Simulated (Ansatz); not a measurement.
This script makes vertical spin-state energies of AlClGeH4, SMILES [AlH2][GeH2][Cl] with Ansatz 0.2.0, Python API.

`alclgeh4_spin.py`
```python
"""Gap between spin states of AlClGeH4 at one geometry."""

import warnings

import ansatz as az

warnings.simplefilter("ignore", az.DeckWarning)

geometry_ang = [
    ("Al", (-0.8082, 0.339, -1.0976)),
    ("Ge", (0.8166, -0.2017, 0.5642)),
    ("Cl", (0.1286, -1.9426, 1.6501)),
    ("H", (-1.9495, -0.6627, -1.3783)),
    ("H", (-1.3269, 1.9009, -1.1928)),
    ("H", (2.1669, -0.4919, -0.1388)),
    ("H", (1.0337, 0.991, 1.5475)),
]
alclgeh4 = az.Crystal.molecule()
for symbol, xyz in geometry_ang:
    alclgeh4 = alclgeh4.atom(symbol, xyz)

base = (
    alclgeh4.calculation()
    .basis(gaussian="def2-SVP")
    .functional("pbe0", dispersion="d4")
)
found = {}
for unpaired in [0, 2]:
    r = base.spin("collinear", total=unpaired).run(threads=1, pin="off").report
    s = unpaired / 2
    found[unpaired] = r["free_energy_ev"]
    print(f"2S+1 = {unpaired + 1}: E = {found[unpaired]:.5f} eV, <S^2> = {abs(r['mean_field']['state']['spin_squared']):.3f} (pure state {s * (s + 1):.2f})")
lowest = min(found, key=found.get)
for unpaired, e in found.items():
    print(f"multiplicity {unpaired + 1}: {(e - found[lowest]):.3f} eV above the lowest")
```

Which spin state is lowest at this geometry, and how far above lie the others?

In order: multiplicity 1 (+0.00 eV) and multiplicity 3 (+3.15 eV), all at the one geometry.

The output:

Output of `python alclgeh4_spin.py`:
```text
2S+1 = 1: E = -75675.70365 eV, <S^2> = 0.000 (pure state 0.00)
2S+1 = 3: E = -75672.55292 eV, <S^2> = 2.004 (pure state 2.00)
multiplicity 1: 0.000 eV above the lowest
multiplicity 3: 3.151 eV above the lowest
```

Notes:
- Total energies depend on the basis set; only differences at equal settings carry meaning.
- The geometry is a force-field or estimated start, not a minimum of this method, and the basis set is short of its limit. All parts are taken at fixed geometry, without zero-point energy.
- Finished in 17 s on 1 thread of Arm Neoverse V1, with other jobs on the host, peak memory 0.31 GiB.
